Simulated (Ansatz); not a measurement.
# CH5BO2: the cost of one run

Method: RKS BHLYP/def2-SVP, in Ansatz 0.2.0.

## (1) The structure to begin with

Bond lengths: B1–C2 1.600 Å, C2–H3 1.110 Å, C2–H4 1.110 Å, C2–H5 1.110 Å, B1–O6 1.410 Å, O6–H7 1.010 Å, B1–O8 1.410 Å, O8–H9 1.010 Å. Angles: B1–C2–H3 109.5°, B1–C2–H4 109.5°, B1–C2–H5 109.5°, H3–C2–H4 109.4°, H3–C2–H5 109.4°, H4–C2–H5 109.4°, C2–B1–O6 120.0°, C2–B1–O8 120.0°, O6–B1–O8 120.0°, B1–O6–H7 109.5°, B1–O8–H9 109.5°.

As a file:

```xyz
9

B     0.0000    0.0000    0.0000
C     0.0000    0.0000    1.6000
H    -0.9996   -0.3092    1.9705
H     0.7676   -0.7111    1.9705
H     0.2320    1.0203    1.9705
O     1.2211    0.0000   -0.7050
H     1.5209   -0.9519   -0.8599
O    -1.2211    0.0000   -0.7050
H    -1.7308   -0.8467   -0.4965
```

## (2) Preparing the start

The input, input.yaml:

```yaml
crystal:
  periodic: [false, false, false]
  atoms:
    - { symbol: B, position_ang: [0.0, 0.0, 0.0] }
    - { symbol: C, position_ang: [0.0, 0.0, 1.6] }
    - { symbol: H, position_ang: [-0.9996, -0.3092, 1.9705] }
    - { symbol: H, position_ang: [0.7676, -0.7111, 1.9705] }
    - { symbol: H, position_ang: [0.232, 1.0203, 1.9705] }
    - { symbol: O, position_ang: [1.2211, 0.0, -0.705] }
    - { symbol: H, position_ang: [1.5209, -0.9519, -0.8599] }
    - { symbol: O, position_ang: [-1.2211, 0.0, -0.705] }
    - { symbol: H, position_ang: [-1.7308, -0.8467, -0.4965] }
basis:
  gaussian: { orbitals: def2-SVP }
hamiltonian:
  xc: { name: BHLYP }
relax:
  f_tol: 0.02
  max_steps: 40
```

The run is started by

```console
ansatz run input.yaml --threads 1 --pin off --max-ram 2048MiB --backend cpu --events-out ev --progress --plain --runs-dir out
```

**Question.** How long does this run take on 1 thread of Arm Neoverse V1, shared host, and how much memory does it need?

About 30 s, with a peak of 0.14 GiB.
